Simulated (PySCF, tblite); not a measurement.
# C₅H₈NSe radical: geometry, infrared bands and EPR parameters

What infrared bands and EPR parameters should C₅H₈NSe radical (`[H]/N=[C]/[Se]C/C=C/C`) show?

Programs: tblite 0.8.0 and PySCF 2.14.0, with density-fitted response routines of our own. Each step states its level of theory. These are calculated values for one molecule in the gas phase, unless marked as measured. Atoms count from 0, in the outputs and in this text.

### 1 The molecule as given

15 atoms, charge 0, multiplicity 2; geometry from: force field or distance geometry start.

Bonds of the start (Å): C0–C1 1.49, C1–C2 1.36, C2–C3 1.50, C3–Se4 1.96, Se4–C5 1.92, C5–N6 1.28, C0–H7 1.10, C0–H8 1.11, C0–H9 1.12, C1–H10 1.08, C2–H11 1.09, C3–H12 1.10, C3–H13 1.11, N6–H14 1.03.

### 2 Optimising the geometry with GFN2-xTB

Job settings and geometry (Å):

```
{"job": {"kind": "relax", "xc": "GFN2-xTB", "basis": "xTB"}, "charge": 0, "multiplicity": 2}
C     -3.007900     0.053800     0.385200
C     -1.624900     0.351700    -0.079000
C     -0.553800    -0.137200     0.601200
C      0.832500     0.168600     0.127700
Se     2.132200    -0.684400     1.327900
C      3.593800     0.012700     0.291200
N      4.084600    -0.666200    -0.678500
H     -3.190500    -1.034400     0.384600
H     -3.165300     0.448200     1.413700
H     -3.746800     0.542300    -0.293800
H     -1.475700     0.956700    -0.957500
H     -0.723100    -0.747400     1.485200
H      0.996100     1.260700     0.147600
H      0.978300    -0.230600    -0.896800
H      4.866100    -0.286800    -1.223000
```

Command:

```bash
$ OMP_NUM_THREADS=1 python probes_run.py task.json out
```

One launch serves the whole session: the jobs run in the order shown.

**Question.** This job is followed by: GFN2-xTB harmonic vibrations, gas phase; UKS B3LYP, def2-TZVP-core on Se, pcH-1 on C H N, non-relativistic, mean-field spin-orbit, GIAO. What will the session give for the following? strongest single infrared mode (GFN2-xTB); zero-point energy (GFN2-xTB); g(iso) (B3LYP); ⟨S²⟩; largest a(iso) (averaged by class); surface potential, 1st and 99th percentile.

As calculated:

| quantity | value |
| --- | --- |
| strongest single infrared mode (GFN2-xTB) | 1808 cm⁻¹, 675 km/mol |
| zero-point energy (GFN2-xTB) | 71.3 kcal/mol |
| g(iso) (B3LYP) | 1.99597 |
| ⟨S²⟩ | 0.754 (exact 0.75) |
| largest a(iso) (averaged by class) | 13C on C5, 232.9 MHz |
| surface potential, 1st and 99th percentile | -1.23 V and 1.61 V |

**Reading.** Over 125 steps the energy fell by 0.691 eV; of the close pairs, Se4–C5 changed most, 1.923 to 1.815 Å. No mode is imaginary among the 39: a minimum at this level. The strongest single mode, at 1808 cm⁻¹, moves mainly C5 and N6. GFN2-xTB is a fitted tight-binding method: band positions and strengths are rough. Its intensities can rank the bands wrongly. The largest share of the spin, 0.60 e, sits on C5. The isotropic g lies 6.3 ppt below the free-electron value. The hyperfine terms hold no scalar relativity, which the heavier nuclei need.
